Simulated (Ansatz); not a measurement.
# SbH5S: geometry optimisation

The task: find the minimum of SbH5S nearest to the start.

Program: Ansatz 0.2.0. Level of theory: RHF-MP2, frozen core/def2-TZVPD. These are calculated values, not measurements.

2 further runs of the same task are left out: 2 set aside as unsound or not needed.

## 1. The system as given

7 atoms, charge 0, spin multiplicity 1.

Atoms are counted from 1 here; the program's logs count them from 0.

Bond lengths: S1–H2 1.365 Å, S1–H3 1.361 Å, Sb4–H5 1.734 Å, Sb4–H6 1.733 Å, Sb4–H7 1.733 Å. Angles: H2–S1–H3 91.9°, H5–Sb4–H6 90.2°, H5–Sb4–H7 90.2°, H6–Sb4–H7 90.2°.

As a file:

```xyz
7

S     0.41565    0.05880   -2.46183
H     0.35366    0.09736   -1.09912
H    -0.43898   -0.99959   -2.51583
Sb    0.08164    0.48022    2.19755
H     1.23294   -0.17003    1.07527
H    -0.66180    1.38371    0.91893
H    -0.98322   -0.85047    1.88512
```

## 2. Relaxation

File input.yaml:

```yaml
crystal:
  periodic: [false, false, false]
  atoms:
    - { symbol: S, position_ang: [0.415652, 0.058799, -2.461825] }
    - { symbol: H, position_ang: [0.353662, 0.097358, -1.099121] }
    - { symbol: H, position_ang: [-0.43898, -0.999593, -2.51583] }
    - { symbol: Sb, position_ang: [0.081636, 0.480224, 2.197554] }
    - { symbol: H, position_ang: [1.232944, -0.170035, 1.075268] }
    - { symbol: H, position_ang: [-0.661798, 1.383712, 0.918933] }
    - { symbol: H, position_ang: [-0.983216, -0.850465, 1.885122] }
basis:
  gaussian: { orbitals: def2-TZVPD }
hamiltonian:
  xc: hf
output:
  forces: true
correlation:
  method: mp2
relax:
  f_tol: 0.003
  max_steps: 120
```

The run is started by

```console
$ ansatz run input.yaml --threads 1 --pin off --max-ram 2560MiB --backend cpu --events-out ev --progress --plain --runs-dir out
```

Q: Predict the outcome of this session. Wanted: energy gained; root mean square move; dipole moment.

**Answer**, as computed:

| quantity | value |
| --- | --- |
| energy gained | 0.0651 eV |
| root mean square move | 0.326 Å |
| dipole moment | 1.46 D |

What this shows: Bond lengths: S1–H2 1.339 Å, S1–H3 1.338 Å, Sb4–H5 1.690 Å, Sb4–H6 1.690 Å, Sb4–H7 1.690 Å. Angles: H2–S1–H3 92.4°, H5–Sb4–H6 91.2°, H5–Sb4–H7 91.2°, H6–Sb4–H7 91.2°. No frequencies were computed here.
